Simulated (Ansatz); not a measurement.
# GaH5OSi: the cost of one run

Method: PBE0-D4/def2-TZVP structures, single points in def2-TZVPP, no counterpoise correction; program: Ansatz 0.2.0, Gaussian basis.

Levels: SPW92, PBE-D4, BLYP-D4, r2SCAN-D4, B97M-V, PBE0-D4, B3LYP-D4, r2SCAN0-D4, BHLYP-D4, CAM-B3LYP-D4, wB97X-V, wB97M-V, B2PLYP, PBE-QIDH, RPA on PBE, Hartree-Fock, MP2, CCSD, CCSD(T).

Correlated methods freeze the cores. Filled d shells of the heavier atoms are correlated. B3LYP uses VWN-RPA correlation. B2PLYP carries no dispersion term here.

94 further runs of the same task are left out: 94 set aside as unsound or not needed. Runs told in other sessions of the task aren't counted.

## 1. The system as given

The complex: 10 atoms, charge 0, spin multiplicity 1.

Atoms are counted from 1 here; the program's logs count them from 0.

Bond lengths: Ga1–H3 1.561 Å, Ga1–H4 1.556 Å, Ga1–O6 1.789 Å, H2–H5 0.751 Å, O6–Si7 1.627 Å, Si7–H8 1.489 Å, Si7–H9 1.493 Å, Si7–H10 1.488 Å. Angles: H3–Ga1–H4 129.7°, H3–Ga1–O6 116.2°, H4–Ga1–O6 113.9°, Ga1–O6–Si7 138.9°, O6–Si7–H8 110.1°, O6–Si7–H9 111.5°, O6–Si7–H10 110.1°, H8–Si7–H9 108.1°, H8–Si7–H10 108.6°, H9–Si7–H10 108.3°.

As a file:

```xyz
10
GaH7OSi
Ga   -1.05023    0.15798   -1.11538
H     1.05919    1.40566   -1.85181
H    -0.42361   -0.93353   -2.03897
H    -2.07458    1.27887   -1.45409
H     0.71860    1.97218   -1.49548
O    -0.62503    0.06537    0.61952
Si    0.36107   -0.78432    1.59571
H     1.39405    0.11110    2.18620
H     1.06147   -1.87335    0.85249
H    -0.42094   -1.39996    2.70181
```

Its parts: GaH₅OSi holds atoms 1, 3, 4, 6, 7, 8, 9, 10; H₂ holds atoms 2, 5. Each part counts its atoms afresh in its own runs.

## 2. Relaxing GaH₅OSi alone

The input, relax-a/in.yaml:

```yaml
crystal:
  periodic: [false, false, false]
  atoms:
    - {symbol: Ga, position_ang: [-1.050229, 0.157980, -1.115377]}
    - {symbol: H, position_ang: [-0.423610, -0.933528, -2.038971]}
    - {symbol: H, position_ang: [-2.074585, 1.278870, -1.454086]}
    - {symbol: O, position_ang: [-0.625031, 0.065370, 0.619519]}
    - {symbol: Si, position_ang: [0.361070, -0.784316, 1.595712]}
    - {symbol: H, position_ang: [1.394051, 0.111097, 2.186196]}
    - {symbol: H, position_ang: [1.061475, -1.873349, 0.852486]}
    - {symbol: H, position_ang: [-0.420939, -1.399955, 2.701811]}
basis:
  gaussian: {orbitals: def2-TZVP}
hamiltonian: {xc: pbe0, dispersion: d4}
relax: {f_tol: 0.005, max_steps: 200}
```

Run with:

```
$ ansatz run in.yaml --threads 4 --pin off --events-out ev --progress --plain --max-ram 9574MiB
```

**Question.** How long does this run take on 4 threads of Intel Xeon at 2.50GHz, shared host?

About 27 s.
